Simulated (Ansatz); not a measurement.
# C2H5ClMg: how energies converge with the basis set

One table from this session's results is given with a row withheld; the runs are named, their logs left out.

Method: one geometry, several basis sets; program: Ansatz 0.2.0, Gaussian basis.

Plan: PBE0-D4/def2-SVP; ωB97M-V/def2-SVP; PBE0-D4/def2-QZVPP; ωB97M-V/def2-QZVPP; the functionals' def2-TZVPP values are taken from earlier runs.

## Structure used throughout

An earlier PBE0-D4 in a triple-zeta def2 set relaxation fixed the geometry.

SMILES `C[CH2][Mg][Cl]`, 9 atoms, charge 0, spin multiplicity 1.

Atoms are counted from 1 here; the program's logs count them from 0.

Bond lengths: C1–C2 1.530 Å, C1–H5 1.094 Å, C1–H6 1.096 Å, C1–H7 1.094 Å, C2–Mg3 2.085 Å, C2–H8 1.097 Å, C2–H9 1.097 Å, Mg3–Cl4 2.195 Å. Angles: C2–C1–H5 112.1°, C2–C1–H6 112.2°, C2–C1–H7 112.1°, H5–C1–H6 106.7°, H5–C1–H7 106.7°, H6–C1–H7 106.7°, C1–C2–Mg3 116.3°, C1–C2–H8 109.9°, C1–C2–H9 109.9°, Mg3–C2–H8 107.5°, Mg3–C2–H9 107.6°, H8–C2–H9 105.1°, C2–Mg3–Cl4 179.8°.

Set-up of the first run:

Contents of in.yaml:

```yaml
crystal:
  periodic: [false, false, false]
  atoms:
    - {symbol: C, position_ang: [-0.560490, 1.033830, 0.289158]}
    - {symbol: C, position_ang: [0.204645, -0.258870, 0.578314]}
    - {symbol: Mg, position_ang: [0.724786, -1.415349, -1.077286]}
    - {symbol: Cl, position_ang: [1.271639, -2.627851, -2.823857]}
    - {symbol: H, position_ang: [-1.511082, 0.845127, -0.218395]}
    - {symbol: H, position_ang: [-0.797855, 1.587848, 1.204889]}
    - {symbol: H, position_ang: [0.008218, 1.714941, -0.350776]}
    - {symbol: H, position_ang: [1.127664, -0.031534, 1.125393]}
    - {symbol: H, position_ang: [-0.379024, -0.894241, 1.255462]}
basis:
  gaussian: {orbitals: def2-SVP}
hamiltonian: {xc: pbe0, dispersion: d4}
output: {orbitals: {seedname: orbitals}}
```

Run with:

```console
ansatz run in.yaml --threads 4 --pin off --events-out ev --progress --plain --max-ram 10444MiB
```

Among the steps run: PBE0-D4 in def2-SVP; ωB97M-V in def2-SVP; PBE0-D4 in def2-QZVPP; ωB97M-V in def2-QZVPP.

One table of the session follows, with a row left open; its other results are not shown here.

It belongs to the step «Functionals by basis». 

```
functional       basis  HOMO (eV)  LUMO (eV)
   PBE0-D4    def2-SVP      -6.98      -0.96
   PBE0-D4  def2-TZVPP      -6.98      -1.06
   PBE0-D4  def2-QZVPP          ?          ?
   ωB97M-V    def2-SVP      -9.17       0.29
   ωB97M-V  def2-TZVPP      -9.19       0.19
   ωB97M-V  def2-QZVPP      -9.19       0.01
```

Estimate the missing values for PBE0-D4, def2-QZVPP.

**Answer.** HOMO (eV): -6.98; LUMO (eV): -1.10.
